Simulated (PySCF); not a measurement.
# [Sm(OH)2]+: other functionals and bases at one geometry

Aim: see how levels, charges and forces of [Sm(OH)2]+ depend on the level of theory. It is a constructed species; whether it can be made isn't addressed.

Program: PySCF 2.14.0. Level of theory: several levels, as the steps say, no spin–orbit coupling. These are calculated values, not measurements.

1 further run of the same task is left out (for a known fault of the program).

## 1. The starting structure

5 atoms, charge 1, spin multiplicity 1.

Bond lengths: Sm1–O2 1.997 Å, Sm1–O4 1.997 Å, O2–H3 0.963 Å, O4–H5 0.963 Å. Angles: O2–Sm1–O4 110.8°, Sm1–O2–H3 166.5°, Sm1–O4–H5 166.5°.

Coordinates:

```csv
atom,x (Å),y (Å),z (Å)
Sm1,0.0000,0.0000,-0.6170
O2,1.6438,-0.0340,0.5169
H3,2.2866,-0.0475,1.2340
O4,-1.6438,0.0340,0.5169
H5,-2.2866,0.0475,1.2340
```

Formal oxidation states: Sm +3. Each metal's 5 4f electrons lie in its core potential, so multiplicities, spins and levels count the valence alone. An earlier session relaxed this geometry at PBE0, Sm lcecp-1-SVP with ECP51, O def2-SVP, H def2-SVP (singlet, point group C2v).

At PBE0 on the finer grid: E = -185.974981 Eh, HOMO -13.49 eV, LUMO -6.76 eV, Mulliken charge on Sm1 +1.41 e, largest force component 0.009 eV/Å. 

Levels to run: wB97X; revPBE; PBE0, TZVP. Hardware: 2 threads of Arm Neoverse V1, shared host.

## 2. wB97X

The input, run.py (the lines that set the calculation):

```python
mol = gto.M(atom='''
Sm     0.00000     0.00000    -0.61696
O      1.64377    -0.03400     0.51694
H      2.28660    -0.04751     1.23402
O     -1.64377     0.03400     0.51694
H     -2.28660     0.04751     1.23402''',
    basis={'Sm': 'lcecp-1-SVP', 'O': 'def2-SVP', 'H': 'def2-SVP'},
    ecp={'Sm': 'lcecp-1-SVP'},
    charge=1, spin=0)
mf = dft.RKS(mol, xc='WB97X')
mf.grids.atom_grid = (75, 302)  # f atoms: unpruned, at least (60, 302)
mf = mf.density_fit()  # fitting sets: Sm AutoAux, O def2-universal-JKFIT, H def2-universal-JKFIT
mf.conv_tol = 1e-08; mf.max_cycle = 55
mf.kernel(dm0)  # dm0: the density of the relaxed state
```

Started as:

```bash
> OMP_NUM_THREADS=2 python run.py
```

## 3. revPBE

run.py (the lines that set the calculation), as its differences from that of step 2:

```diff
@@ -9,3 +9,3 @@
     charge=1, spin=0)
-mf = dft.RKS(mol, xc='WB97X')
+mf = dft.RKS(mol, xc='PBE_R,PBE')
 mf.grids.atom_grid = (75, 302)  # f atoms: unpruned, at least (60, 302)
```

## 4. PBE0, TZVP

Basis: Sm lcecp-1-TZVP with ECP51, O def2-TZVP, H def2-TZVP. 

The input, run.py (the lines that set the calculation):

```python
mol = gto.M(atom='''
Sm     0.00000     0.00000    -0.61696
O      1.64377    -0.03400     0.51694
H      2.28660    -0.04751     1.23402
O     -1.64377     0.03400     0.51694
H     -2.28660     0.04751     1.23402''',
    basis={'Sm': 'lcecp-1-TZVP', 'O': 'def2-TZVP', 'H': 'def2-TZVP'},
    ecp={'Sm': 'lcecp-1-TZVP'},
    charge=1, spin=0)
mf = dft.RKS(mol, xc='PBE0')
mf.grids.atom_grid = (75, 302)  # f atoms: unpruned, at least (60, 302)
mf = mf.density_fit()  # fitting sets: Sm AutoAux, O def2-universal-JKFIT, H def2-universal-JKFIT
mf.conv_tol = 1e-08; mf.max_cycle = 55
mf.kernel(dm0)  # dm0: free metal ions and neutral atoms
```

What does the calculation give? Wanted: for each run, HOMO; gap; charge on Sm1; dipole; largest force.

The runs gave:

| level | state | HOMO (eV) | gap (eV) | charge on Sm1 (e) | dipole (D) | largest force (eV/Å) | basis functions | time |
| --- | --- | --- | --- | --- | --- | --- | --- | --- |
| PBE0 (relaxed here) | singlet | -13.49 | 6.73 | 1.41 | 2.60 | 0.01 | 71 | 5.2 s |
| wB97X | singlet | -15.87 | 11.18 | 1.43 | 2.90 | 0.24 | 71 | 3 s |
| revPBE | singlet | -11.84 | 4.40 | 1.27 | 2.21 | 0.57 | 71 | 2.7 s |
| PBE0, TZVP | singlet | -13.55 | 6.81 | 1.76 | 2.82 | 0.16 | 121 | 6.7 s |

Times are on 2 threads of Arm Neoverse V1, shared host; the first row also made further properties. The dipole of a charged species depends on the origin, so these sizes hold for this origin alone.

In one basis the HOMO–LUMO gap runs from 4.40 eV (revPBE) to 11.18 eV (wB97X). The largest leftover force, 0.57 eV/Å with revPBE, stands at a geometry relaxed at another level. The Mulliken charge on Sm spans +1.27 to +1.76 e over the levels. With 4f in the core, its levels are missing from HOMO and gap. Total energies of different levels can't be compared. Spin–orbit coupling is left out throughout.
